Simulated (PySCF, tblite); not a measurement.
# B₄H₇N₃O₃, a small molecule taken as a stand-in for a surface group (BN ring, N edge): NMR shifts, core binding energies and electronic excitations, part 2 of 2

tblite 0.8.0 and PySCF 2.14.0. Atoms count from 0, parts from 1.

### Step 5. X-ray photoelectron lines: SCAN, X2C

The job: settings as JSON, then the geometry in Å.

```
{"job": {"kind": "xps", "holes": 5}, "charge": 0, "multiplicity": 1}
B     -0.173757     1.371576    -0.156443
N     -1.529686     1.585929     0.220259
B     -2.288185     0.651304     0.987235
N     -1.630895    -0.555265     1.373849
B     -0.278422    -0.849986     1.042386
N      0.406034     0.126119     0.248529
O      1.747730    -0.091868    -0.039741
B      2.019461    -0.781393    -1.217195
O      1.052716    -1.215560    -2.057466
O      3.322756    -1.013594    -1.504617
H      0.467313     2.166131    -0.794474
H     -1.970395     2.451934    -0.061778
H     -3.435029     0.870964     1.294407
H     -2.144536    -1.232306     1.922980
H      0.278076    -1.862676     1.380411
H      0.174996    -0.980448    -1.738528
H      3.900979    -0.656618    -0.823476
```

Method: delta-SCF UKS SCAN, pcX-2 on the ionised atom, pcseg-1 elsewhere, spin-free X2C.

What it wrote:

```text
ground state, core basis on atom 0 (B), 206 functions
  cycle   1  E = -493.64890210  |g| = 1.02e+00
  cycle   2  E = -493.34012769  |g| = 1.61e+00
  cycle   3  E = -493.84154291  |g| = 1.89e-01
  cycle   4  E = -493.84871538  |g| = 8.56e-02
  cycle   5  E = -493.85031286  |g| = 1.63e-02
  cycle   6  E = -493.85036896  |g| = 4.54e-03
  cycle   7  E = -493.85037425  |g| = 2.25e-03
  cycle   8  E = -493.85037421  |g| = 9.93e-04
  cycle   9  E = -493.85037432  |g| = 2.87e-04
  E(ground) = -493.87979341 Eh
hole in B 1s of atom 0
  cycle   1  E = -486.22602272  |g| = 1.18e+00
  cycle   2  E = -483.67999871  |g| = 2.14e+00
  cycle   3  E = -486.35175384  |g| = 8.12e-01
  cycle   4  E = -486.59606041  |g| = 2.84e-01
  cycle   5  E = -486.62772619  |g| = 1.73e-01
  cycle   6  E = -486.64000565  |g| = 6.80e-02
  cycle   7  E = -486.64185363  |g| = 3.40e-02
  cycle   8  E = -486.64250657  |g| = 1.27e-02
  cycle   9  E = -486.64267376  |g| = 6.98e-03
  cycle  10  E = -486.64275013  |g| = 4.60e-03
  cycle  11  E = -486.64277696  |g| = 3.61e-03
  cycle  12  E = -486.64278632  |g| = 1.36e-03
  cycle  13  E = -486.64278918  |g| = 3.69e-04
  E(ion) = -486.67242957 Eh   <S^2> = 0.8256   hole on atom = 1.000   binding energy = 196.122 eV
ground state, core basis on atom 1 (N), 206 functions
  cycle   1  E = -493.86776100  |g| = 7.17e-02
  cycle   2  E = -493.86776107  |g| = 7.52e-03
  cycle   3  E = -493.86774519  |g| = 1.14e-02
  cycle   4  E = -493.86777701  |g| = 1.80e-03
  cycle   5  E = -493.86777722  |g| = 2.86e-04
  E(ground) = -493.89403057 Eh
hole in N 1s of atom 1
  cycle   1  E = -478.27156727  |g| = 1.87e+00
  cycle   2  E = -474.85647298  |g| = 2.72e+00
  cycle   3  E = -478.56062555  |g| = 9.39e-01
  cycle   4  E = -478.93608446  |g| = 3.38e-01
  cycle   5  E = -478.97134042  |g| = 1.50e-01
  cycle   6  E = -478.97838925  |g| = 6.62e-02
  cycle   7  E = -478.98012684  |g| = 1.68e-02
  cycle   8  E = -478.98023280  |g| = 5.94e-03
  cycle   9  E = -478.98024405  |g| = 2.95e-03
  cycle  10  E = -478.98024849  |g| = 9.86e-04
  cycle  11  E = -478.98024891  |g| = 2.82e-04
  E(ion) = -479.00573011 Eh   <S^2> = 0.7644   hole on atom = 1.000   binding energy = 405.131 eV
ground state, core basis on atom 4 (B), 206 functions
  cycle   1  E = -493.85019561  |g| = 5.04e-02
  cycle   2  E = -493.85011557  |g| = 3.12e-02
  cycle   3  E = -493.85027802  |g| = 1.83e-02
  cycle   4  E = -493.85035613  |g| = 5.48e-03
  cycle   5  E = -493.85036199  |g| = 9.04e-04
  cycle   6  E = -493.85036239  |g| = 2.83e-04
  E(ground) = -493.87974452 Eh
hole in B 1s of atom 4
  cycle   1  E = -486.22589194  |g| = 1.18e+00
  cycle   2  E = -483.67459449  |g| = 2.15e+00
  cycle   3  E = -486.35179143  |g| = 8.12e-01
  cycle   4  E = -486.59616815  |g| = 2.83e-01
  cycle   5  E = -486.62777363  |g| = 1.73e-01
  cycle   6  E = -486.64004369  |g| = 6.71e-02
  cycle   7  E = -486.64183885  |g| = 3.38e-02
  cycle   8  E = -486.64247742  |g| = 1.27e-02
  cycle   9  E = -486.64264134  |g| = 6.83e-03
  cycle  10  E = -486.64271117  |g| = 4.44e-03
  cycle  11  E = -486.64273829  |g| = 3.48e-03
  cycle  12  E = -486.64274721  |g| = 1.35e-03
  cycle  13  E = -486.64274838  |g| = 3.55e-04
  E(ion) = -486.67222276 Eh   <S^2> = 0.8244   hole on atom = 1.000   binding energy = 196.127 eV
ground state, core basis on atom 5 (N), 206 functions
  cycle   1  E = -493.87053538  |g| = 7.32e-02
  cycle   2  E = -493.87051790  |g| = 1.98e-02
  cycle   3  E = -493.87041097  |g| = 3.09e-02
  cycle   4  E = -493.87059134  |g| = 3.15e-03
  cycle   5  E = -493.87059502  |g| = 8.88e-04
  cycle   6  E = -493.87059338  |g| = 1.50e-04
  E(ground) = -493.89667074 Eh
hole in N 1s of atom 5
  cycle   1  E = -478.22308297  |g| = 1.87e+00
  cycle   2  E = -474.82373721  |g| = 3.00e+00
  cycle   3  E = -478.05217204  |g| = 1.46e+00
  cycle   4  E = -478.85029474  |g| = 5.09e-01
  cycle   5  E = -478.91572611  |g| = 2.76e-01
  cycle   6  E = -478.94069451  |g| = 9.36e-02
  cycle   7  E = -478.94374917  |g| = 2.41e-02
  cycle   8  E = -478.94395691  |g| = 1.04e-02
  cycle   9  E = -478.94400569  |g| = 4.01e-03
  cycle  10  E = -478.94401475  |g| = 1.93e-03
  cycle  11  E = -478.94401760  |g| = 7.03e-04
  cycle  12  E = -478.94401854  |g| = 4.93e-04
  E(ion) = -478.96876802 Eh   <S^2> = 0.7744   hole on atom = 1.000   binding energy = 406.209 eV
ground state, core basis on atom 6 (O), 206 functions
  cycle   1  E = -493.88678394  |g| = 9.55e-02
  cycle   2  E = -493.88636750  |g| = 5.77e-02
  cycle   3  E = -493.88624094  |g| = 6.39e-02
  cycle   4  E = -493.88694724  |g| = 3.44e-03
  cycle   5  E = -493.88694874  |g| = 1.03e-03
  cycle   6  E = -493.88694982  |g| = 2.30e-04
  E(ground) = -493.91279152 Eh
hole in O 1s of atom 6
  cycle   1  E = -473.24123348  |g| = 2.23e+00
  cycle   2  E = -470.75387825  |g| = 2.88e+00
  cycle   3  E = -473.04711466  |g| = 1.42e+00
  cycle   4  E = -473.99387831  |g| = 4.85e-01
  cycle   5  E = -474.06082955  |g| = 1.84e-01
  cycle   6  E = -474.07213372  |g| = 4.79e-02
  cycle   7  E = -474.07314062  |g| = 1.40e-02
  cycle   8  E = -474.07320235  |g| = 6.92e-03
  cycle   9  E = -474.07322147  |g| = 2.12e-03
  cycle  10  E = -474.07322356  |g| = 6.80e-04
  cycle  11  E = -474.07322347  |g| = 1.99e-04
  E(ion) = -474.09883280 Eh   <S^2> = 0.7635   hole on atom = 1.000   binding energy = 539.165 eV
```

Run time: 68 s. Hardware: 1 thread of Arm Neoverse V1, shared host; peak memory 0.88 GiB.

Binding energies by hole, beside the orbital energy of the ground state; the difference holds orbital relaxation and, for a density functional, its self-interaction error:

| hole | stands for | environment | ΔSCF (eV) | −ε (eV) | ⟨S²⟩ |
| --- | --- | --- | --- | --- | --- |
| B1s on B0 | B0 | boron bonded to 2 N, H | 196.12 | 180.5 | 0.826 |
| N1s on N1 | N1, N3 | nitrogen bonded to 2 B, H | 405.13 | 386.2 | 0.764 |
| B1s on B4 | B4 | boron bonded to 2 N, H | 196.13 | 180.5 | 0.824 |
| N1s on N5 | N5 | nitrogen bonded to 2 B, O | 406.21 | 387.6 | 0.774 |
| O1s on O6 | O6 | oxygen bonded to B, N | 539.17 | 517.8 | 0.764 |

Each hole run stands for the others of its class of like atoms.

### Step 6. Excited states and response: CAM-B3LYP/def2-SVPD

The job, as its differences from that of step 5:

```diff
@@ -1,2 +1,2 @@
-{"job": {"kind": "xps", "holes": 5}, "charge": 0, "multiplicity": 1}
+{"job": {"kind": "uv", "xc": "CAM-B3LYP", "basis": "def2-SVPD", "nstates": 6, "ntriplets": 2, "ip": true}, "charge": 0, "multiplicity": 1}
 B     -0.173757     1.371576    -0.156443
```

With the program's defaults for keys left out, this is: TDDFT CAM-B3LYP/def2-SVPD, vertical, gas phase, core orbitals frozen in the response.

What it wrote:

```text
coarse grid: 15128 points
cycle   1  E = -493.0726342821  dE =  1.793e+00  |g| = 9.971e-01  |ddm| = 1.082e+01
cycle   2  E = -493.0271403993  dE =  4.549e-02  |g| = 1.167e+00  |ddm| = 2.863e+00
cycle   3  E = -493.2703804970  dE = -2.432e-01  |g| = 8.727e-02  |ddm| = 1.428e+00
cycle   4  E = -493.2715004184  dE = -1.120e-03  |g| = 5.298e-02  |ddm| = 3.408e-01
cycle   5  E = -493.2720710044  dE = -5.706e-04  |g| = 1.032e-02  |ddm| = 1.026e-01
cycle   6  E = -493.2720919879  dE = -2.098e-05  |g| = 2.520e-03  |ddm| = 3.335e-02
cycle   7  E = -493.2720931444  dE = -1.156e-06  |g| = 1.214e-03  |ddm| = 8.121e-03
final grid: 149040 points
cycle   8  E = -493.3611358311  dE = -5.435e-05  |g| = 6.529e-03  |ddm| = 1.852e-01
cycle   9  E = -493.3611334988  dE =  2.332e-06  |g| = 7.614e-03  |ddm| = 2.919e-02
cycle  10  E = -493.3611448739  dE = -1.138e-05  |g| = 4.779e-04  |ddm| = 1.156e-02
cycle  11  E = -493.3611449000  dE = -2.604e-08  |g| = 3.727e-04  |ddm| = 1.798e-03
cycle  12  E = -493.3611449264  dE = -2.642e-08  |g| = 4.630e-05  |ddm| = 7.731e-04
cycle  13  E = -493.3611449270  dE = -5.912e-10  |g| = 1.556e-05  |ddm| = 1.821e-04
converged SCF energy = -493.3611449270

Static polarisability (au): isotropic 84.920, principal 64.681 82.945 107.133

Singlet excitations
state   eV       nm        f      main configurations
  1   6.5722    188.6   0.01399   H->L+2 0.73, H-1->L+1 0.21
  2   7.3260    169.2   0.15664   H->L+1 0.83
  3   7.3915    167.7   0.00929   H->L 0.81
  4   7.6829    161.4   0.21596   H-1->L+1 0.52, H->L+2 0.19, H-1->L 0.18
  5   7.7317    160.4   0.02546   H-1->L 0.43, H-2->L+2 0.15, H-1->L+1 0.11
  6   7.7402    160.2   0.05923   H-2->L+2 0.52, H-1->L+2 0.10

Triplet excitations (Tamm-Dancoff, eV): 6.1142 6.1721
Vertical ionisation energy (delta-SCF) = 10.1108 eV
```

Run time: 5.9 min. Hardware: 1 thread of Arm Neoverse V1, shared host; peak memory 1.7 GiB.

Frontier orbitals and where they lie:

| orbital | eV | atoms |
| --- | --- | --- |
| HOMO−3 | -10.96 | O8 45 %, O9 35 %, B7 8 % |
| HOMO−2 | -10.52 | O6 45 %, O9 19 %, N5 13 % |
| HOMO−1 | -10.11 | N3 34 %, N1 34 %, B0 8 % |
| HOMO | -9.48 | N5 39 %, O6 21 %, N1 8 % |
| LUMO | 0.63 | B2 25 %, B0 14 %, B4 14 % |
| LUMO+1 | 0.77 | B2 30 %, B4 16 %, N3 11 % |
| LUMO+2 | 0.77 | B0 28 %, B4 19 %, N5 12 % |

With each of the 6 states as a Gaussian band of 0.4 eV half-width at 1/e, the curve within the window shown has maxima at 163 nm (ε 16,000) L/(mol cm). Beyond the last state computed it falls off for lack of states. The curve at chosen wavelengths:

nm, ε (L/mol/cm) and a bar:
```
      154       6161 ############
      156       9181 ##################
      158      12113 #######################
      160      14362 ############################
      162      15534 ##############################
      165      15159 #############################
      167      13792 ###########################
      169      11893 #######################
      171       9759 ###################
      173       7639 ###############
      175       5718 ###########
      177       4117 ########
      179       2887 #####
      182       1693 ###
      184       1238 ##
      186        960 ##
      188        788 #
      190        669 #
      192        571 #
      194        480 #
      196        391 #
      199        269 
      201        199 
      203        142 
      205         98 
      207         65
```

Further results of this job:

| property | computed |
| --- | --- |
| dipole moment (D) | 3.53 |
| polarisability (Å³) | 12.58 |
| HOMO–LUMO gap (eV) | 10.11 |
| −ε(HOMO) (eV) | 9.48 |

### Step 7. Outcome

The summary covers parts 1 to 2.

| quantity | value |
| --- | --- |
| rotational constants (main isotopes) | 3.29, 0.77, 0.73 GHz |
| ¹H shifts against TMS (PBE0/pcSseg-1) | 5.77, 5.77, 4.96, 4.95, 4.78, 3.11, 2.95 ppm |
| ¹¹B shifts against BF3·OEt2 (PBE0/pcSseg-1) | 29.0, 29.0, 27.3, 20.4 ppm |
| ¹⁵N shifts against NH3 (PBE0/pcSseg-1, means over atoms taken as alike) | 229.7, 143.1 ppm |
| ¹⁷O shifts against H2O (PBE0/pcSseg-1) | 177.4, 89.0, 78.8 ppm |
| B1s binding energies, SCAN/pcX-2 (standing for 2 of 4 atoms) | B4 196.13, B0 196.12 eV |
| N1s binding energies, SCAN/pcX-2 | N5 406.21, N1 405.13 eV |
| O1s binding energies, SCAN/pcX-2 (standing for 1 of 3 atoms) | O6 539.17 eV |
| lowest singlet (CAM-B3LYP/def2-SVPD) | 6.57 eV (189 nm), f = 0.014 |
| brightest single state of those computed | state 4, 7.68 eV, f = 0.216 |
| lowest triplet | 6.11 eV |
| vertical ionisation energy (ΔSCF) | 10.11 eV |

What this shows: The start of the PBE0/def2-SVP relaxation was shaken at random by about 0.01 Å, so part of the energy gained, and of the first lengths quoted, undoes that. Over 6 steps the energy fell by 0.236 eV; of the close pairs, B0–N5 changed most, 1.379 to 1.432 Å (PBE0/def2-SVP). At PBE0/pcSseg-1: The largest span, 254 ppm, is at N1, N3, where the paramagnetic term is -202 ppm. At SCAN/pcX-2: the B1s levels computed lie within 0.00 eV of one another, too close to rank. Only 2 of the 4 B atoms are covered by sound results. At SCAN/pcX-2: N5 (nitrogen bonded to 2 B, O) binds its N1s electron 1.08 eV more tightly than N1 (nitrogen bonded to 2 B, H). The first singlet state (HOMO→LUMO+2 0.73, HOMO−1→LUMO+1 0.21) lies at 6.57 eV and is weak; of the 6 states computed, the strongest absorption comes from state 4 at 7.68 eV. The lowest triplet lies 0.46 eV below the lowest singlet (triplets in Tamm-Dancoff, singlets in full TDDFT). The orbital energy would give 9.48 eV for ionisation, ΔSCF gives 10.11 eV. A capped cluster stands for the solid here, so long-range fields and strain are missing, and bands or shifts of the capping hydrogens have no counterpart in it.
